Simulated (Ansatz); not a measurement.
# SiGeNH (quintet): wave-function methods side by side, cc-pVDZ

One table from this session's results is given with a row withheld; the runs are named, their logs left out.

Program: Ansatz 0.2.0, Gaussian basis. Level of theory: cc-pVDZ, core rule «outside noble gas», up to 20 orbitals frozen. These are calculated values, not measurements.

To be run: UHF; CCSD(T) on ROHF; CCSD(T) on UHF; BCCD(T) on ROHF; CISD as a restricted active space (open shells left free, so some higher excitations enter); CCSDT(Q) on ROHF; CCSDT(Q) on UHF.

34 further runs of the same task are left out: 1 for a known fault of the program, 14 that didn't finish, 19 set aside as unsound or not needed. Runs told in other sessions of the task aren't counted.

## The geometry

The geometry is a PBE0/def2-TZVP stationary point (not a proven minimum) of the parent state, kept for this charge and spin. No spin-orbit coupling is included. The filled d shell of Ge may be among the frozen orbitals whatever the setting's name suggests.

4 atoms, charge 0, spin multiplicity 5.

Atoms are counted from 1 here; the program's logs count them from 0.

Bond lengths: Ge1–N3 1.711 Å, Si2–N3 1.641 Å, Si2–H4 1.501 Å. Angles: N3–Si2–H4 119.0°, Ge1–N3–Si2 173.2°.

The first run:

in.yaml reads:

```yaml
crystal:
  periodic: [false, false, false]
  atoms:
    - {symbol: Ge, position_ang: [-0.000006, 0.261120, 2.312170]}
    - {symbol: Si, position_ang: [-0.000010, 0.377396, -1.032021]}
    - {symbol: N, position_ang: [0.000040, 0.221404, 0.601446]}
    - {symbol: H, position_ang: [-0.000024, -0.859920, -1.881595]}
basis:
  gaussian: {orbitals: cc-pVDZ}
magnetization: {spin_polarized: true, initial_magnetization: 4}
hamiltonian: {xc: hf}
output: {orbitals: {seedname: orbitals}}
```

Launch:

```bash
> ansatz run in.yaml --threads 1 --pin off --events-out ev --progress --plain --max-ram 2393MiB
```

Among the steps run: UHF; CCSD(T) on ROHF; CCSD(T) on UHF; BCCD(T) on ROHF; CISD as a restricted active space (open shells left free, so some higher excitations enter); CCSDT(Q) on ROHF; CCSDT(Q) on UHF.

One table of the session follows, with a row left open; its other results are not shown here.

```
   method  from RCCSDT(Q) (kJ/mol)
     RMP2                   +110.3
     UMP2                   +151.9
    RCCSD                    +59.0
    UCCSD                        ?
 RCCSD(T)                    +11.9
 UCCSD(T)                    +12.8
  BCCD(T)                    +12.2
   RCCSDT                     +7.2
   UCCSDT                     +4.2
RCCSDT(Q)                        0
UCCSDT(Q)                     -3.0
```

Estimate the missing values for UCCSD.

As computed: from RCCSDT(Q) (kJ/mol): +50.2. In the column «from RCCSDT(Q) (kJ/mol)» it lies between UCCSD(T) (+12.8) and RCCSD (+59.0).

Not comparable, so not listed: CISD as a restricted active space (open shells left free, so some higher excitations enter) (they don't share determinant, frozen orbitals or solution with the rows shown, or repeat one).

To keep in mind: Left out of the table: ROHF, UHF (another determinant or state than the rows shown). Warnings: coupled cluster took another determinant than the lowest; large T1 diagnostic. Restricted and unrestricted rows rest on different reference determinants; a gap between their highest levels can come from leftover correlation error, from unlike frozen cores or from another state.
